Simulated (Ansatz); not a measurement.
# GeBr: the cost of one run

Computed with Ansatz 0.2.0 (DFT PBE, scalar-relativistic, plane waves, PAW, unless a step's input says otherwise).

2 further runs of the same task are left out: 1 that didn't finish, 1 set aside as unsound or not needed.

## Step 1: The structure to begin with

It takes space group Pm-3m (No. 221, cubic). The conventional cell has a = 3.691 Å, b = 3.691 Å, c = 3.691 Å, α = 90.00°, β = 90.00°, γ = 90.00°. Ge (site symmetry m-3m) has 8 Br at 3.20 Å as nearest neighbours. Br (site symmetry m-3m) is surrounded by 8 Ge at 3.20 Å.

Coordinates:

```
Ge Br
1.0
     3.69102    0.00000    0.00000
     0.00000    3.69102    0.00000
     0.00000    0.00000    3.69102
Ge Br
1 1
Direct
  0.50000 0.50000 0.50000
  0.00000 0.00000 0.00000
```

Recipe of the guess: species swapped into a database cell of SmTl (Pm-3m, No. 221), with Br on the Sm sites and Ge on the Tl sites. The dimensions are guesses.

## Step 2: A first look at the guess

File input.yaml:

```yaml
crystal:
  lattice:
    - [3.69101516, 0.0, 0.0]
    - [0.0, 3.69101516, 0.0]
    - [0.0, 0.0, 3.69101516]
  atoms:
    - { symbol: Ge, position: [0.5, 0.5, 0.5] }
    - { symbol: Br, position: [0.0, 0.0, 0.0] }
basis:
  ecutwfc: 420
kpoints:
  mp_grid: { grid: [6, 6, 6] }
hamiltonian:
  xc: pbe
scf:
  occupations: { method: gaussian, width: 0.1 }
  lower_state_search: "off"
output:
  forces: true
  stress: true
  eigenvalues: true
```

The run is started by

```console
> ansatz run input.yaml --threads 1 --pin off --max-ram 2560MiB --backend cpu --events-out ev --progress --plain --runs-dir out
```

**Question.** How long does this run take on 1 thread of Intel Xeon at 2.50GHz (Skylake/Cascade Lake), shared host, and how much memory does it need?

About 2.3 s, with a peak of 0.31 GiB.
